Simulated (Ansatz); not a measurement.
**AlBH₆N₂: basis-set convergence**

One table from this session's results is given with a row withheld; the runs are named, their logs left out.

Method: one geometry, several basis sets; program: Ansatz 0.2.0, Gaussian basis.

Levels to be run: PBE0-D4/def2-SVP; ωB97M-V/def2-SVP; PBE0-D4/def2-QZVPP; ωB97M-V/def2-QZVPP; the functionals' def2-TZVPP values are taken from earlier runs.

### Structure used throughout

The geometry comes from an earlier relaxation with PBE0-D4 in a triple-zeta def2 set; it is a stationary point, not always the lowest conformer.

SMILES `N[B](N)[AlH2]`, 10 atoms, charge 0, spin multiplicity 1.

Atoms are counted from 1 here; the program's logs count them from 0.

Bond lengths: N1–B2 1.414 Å, N1–H5 1.008 Å, N1–H6 1.003 Å, B2–N3 1.414 Å, B2–Al4 2.140 Å, N3–H7 1.003 Å, N3–H8 1.008 Å, Al4–H9 1.600 Å, Al4–H10 1.600 Å. Angles: B2–N1–H5 124.2°, B2–N1–H6 122.6°, H5–N1–H6 113.1°, N1–B2–N3 120.4°, N1–B2–Al4 119.8°, N3–B2–Al4 119.9°, B2–N3–H7 122.6°, B2–N3–H8 124.2°, H7–N3–H8 113.1°, B2–Al4–H9 122.1°, B2–Al4–H10 122.0°, H9–Al4–H10 115.8°.

Coordinates:

```xyz
10

N    -1.5247   -0.3489   -0.0702
B    -0.1138   -0.2542   -0.0484
N     0.6832   -1.4012   -0.2697
Al    0.8183    1.6359    0.3215
H    -2.0332   -1.2032   -0.2376
H    -2.1223    0.4420    0.0819
H     1.6857   -1.3733   -0.2616
H     0.3141   -2.3220   -0.4500
H     2.4089    1.8066    0.3635
H    -0.0331    2.9672    0.5735
```

Set-up of the first run:

in.yaml reads:

```yaml
crystal:
  periodic: [false, false, false]
  atoms:
    - {symbol: N, position_ang: [-1.524669, -0.348879, -0.070244]}
    - {symbol: B, position_ang: [-0.113801, -0.254195, -0.048444]}
    - {symbol: N, position_ang: [0.683213, -1.401248, -0.269734]}
    - {symbol: Al, position_ang: [0.818347, 1.635894, 0.321518]}
    - {symbol: H, position_ang: [-2.033231, -1.203237, -0.237554]}
    - {symbol: H, position_ang: [-2.122311, 0.442048, 0.081898]}
    - {symbol: H, position_ang: [1.685722, -1.373328, -0.261596]}
    - {symbol: H, position_ang: [0.314079, -2.322015, -0.449971]}
    - {symbol: H, position_ang: [2.408875, 1.806568, 0.363470]}
    - {symbol: H, position_ang: [-0.033124, 2.967190, 0.573458]}
basis:
  gaussian: {orbitals: def2-SVP}
hamiltonian: {xc: pbe0, dispersion: d4}
output: {orbitals: {seedname: orbitals}}
```

Command:

```bash
$ ansatz run in.yaml --threads 2 --pin off --events-out ev --progress --plain --max-ram 4352MiB
```

Steps of the session up to this table: PBE0-D4 in def2-SVP; ωB97M-V in def2-SVP; PBE0-D4 in def2-QZVPP; ωB97M-V in def2-QZVPP.

One table of the session follows, with a row left open; its other results are not shown here.

It belongs to the step «Density functionals: the series». 

| functional | basis | HOMO (eV) | LUMO (eV) |
| --- | --- | --- | --- |
| PBE0-D4 | def2-SVP | ? | ? |
| PBE0-D4 | def2-TZVPP | -6.91 | -1.50 |
| PBE0-D4 | def2-QZVPP | -6.94 | -1.54 |
| ωB97M-V | def2-SVP | -8.85 | 0.32 |
| ωB97M-V | def2-TZVPP | -9.03 | 0.14 |
| ωB97M-V | def2-QZVPP | -9.06 | -0.02 |

**Question.** Estimate the row for PBE0-D4, def2-SVP.

As computed: HOMO (eV): -6.77; LUMO (eV): -1.39. In the column «HOMO (eV)» it is the highest.
